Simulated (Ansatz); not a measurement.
# Li: response to strain

Aim: deform Li (equal xx and yy strain of -3 %) and compute stress, forces and field gradients with LAPW, PAW and all-electron datasets made for the crystal.

Computed with Ansatz 0.2.0 (DFT PBEsol, scalar-relativistic, unless a step's input says otherwise).

## Step 1: The system as given

It takes space group R-3m (No. 166, trigonal). The conventional cell has a = 3.101 Å, b = 3.101 Å, c = 22.765 Å, α = 90.00°, β = 90.00°, γ = 120.00°. Li (site symmetry -3m) is surrounded by 12 Li at 3.10 Å. Around Li (site symmetry 3m) lie 12 Li at 3.09 to 3.10 Å.

Coordinates:

```cif
data_structure
_symmetry_space_group_name_H-M 'R-3m:H'
_symmetry_Int_Tables_number 166
_cell_length_a 3.1010
_cell_length_b 3.1010
_cell_length_c 22.7649
_cell_angle_alpha 90.000
_cell_angle_beta 90.000
_cell_angle_gamma 120.000
_cell_volume 189.58
loop_
_atom_site_label
_atom_site_type_symbol
_atom_site_symmetry_multiplicity
_atom_site_Wyckoff_symbol
_atom_site_fract_x
_atom_site_fract_y
_atom_site_fract_z
_atom_site_occupancy
Li1 Li 3 a 0.00000 0.00000 0.00000 1
Li2 Li 6 c 0.33333 0.66667 0.88867 1
```

The file gives the conventional cell by its symmetry; the runs use the cell typed in the input.

Atoms are numbered in the order of the input: Li1, Li2, Li3.

## Step 2: After the deformation

Space group R-3m before, R-3m after.

## Step 3: Full-potential LAPW

Input file input.yaml:

```yaml
crystal:
  lattice:
    - [1.5039839967, 0.8683255653, 7.5883]
    - [-1.5039839967, 0.8683255653, 7.5883]
    - [0.0, -1.7366511308, 7.5883]
  atoms:
    - { symbol: Li, position: [0.0, 0.0, 0.0] }
    - { symbol: Li, position: [0.222, 0.222, 0.222] }
    - { symbol: Li, position: [0.778, 0.778, 0.778] }
kpoints:
  mp_grid: { grid: [12, 12, 12] }
  band_path:
    path:
      - [0.0, 0.0, 0.0]
      - [0.5, 0.5, 0.5]
      - [0.8246039225, 0.1753960775, 0.5]
      - [0.5, -0.1753960775, 0.1753960775]
      - [0.5, 0.0, 0.0]
      - [0.0, 0.0, 0.0]
      - [0.3376980387, -0.3376980387, 0.0]
      - [0.6623019613, 0.0, 0.3376980387]
      - [0.5, 0.0, 0.5]
    npoints: 5
scf:
  occupations: { method: fermi_dirac, width: 0.05 }
hamiltonian:
  xc: pbesol
  pseudopotentials: { kind: all_electron, lapw: { basis_error: 0.001 } }
output:
  forces: true
  stress: true
  eigenvalues: true
```

Command:

```
ansatz run input.yaml --threads 1 --pin off --max-ram 6144MiB --backend cpu --events-out ev --progress --plain --runs-dir out
```

## Step 4: PAW with frozen cores

Input file input.yaml:

```yaml
crystal:
  lattice:
    - [1.5039839967, 0.8683255653, 7.5883]
    - [-1.5039839967, 0.8683255653, 7.5883]
    - [0.0, -1.7366511308, 7.5883]
  atoms:
    - { symbol: Li, position: [0.0, 0.0, 0.0] }
    - { symbol: Li, position: [0.222, 0.222, 0.222] }
    - { symbol: Li, position: [0.778, 0.778, 0.778] }
kpoints:
  mp_grid: { grid: [12, 12, 12] }
scf:
  occupations: { method: fermi_dirac, width: 0.05 }
hamiltonian:
  xc: pbesol
  pseudopotentials: { kind: paw }
output:
  forces: true
  stress: true
  eigenvalues: true
  efg: { contact_densities: true }
```

## Step 5: All-electron PAW on datasets made for the crystal

input.yaml: that of step 4 with these lines changed.

```diff
@@ -15,3 +15,3 @@
   xc: pbesol
-  pseudopotentials: { kind: paw }
+  pseudopotentials: { kind: all_electron, datasets: crystal }
 output:
```

(Steps that only read results are left out.)

Q: Predict the outcome of this session. Wanted: pressure; largest shear or deviatoric stress.

**Answer**, as computed:

```
                                 quantity                                           value
                                 pressure  LAPW 0.27, PAW 0.27, crystal datasets 0.26 GPa
largest shear or deviatoric stress (LAPW)                                        0.66 GPa
```

In words: The largest part of the stress beyond the pressure is 0.66 GPa in size, in the zz component; the atoms are carried along and not relaxed. No run of the undeformed cell stands beside it, so the pressure holds what the given cell had before the change. PAW: stress within 0.01 GPa of LAPW. Crystal datasets: stress within 0.01 GPa of LAPW.
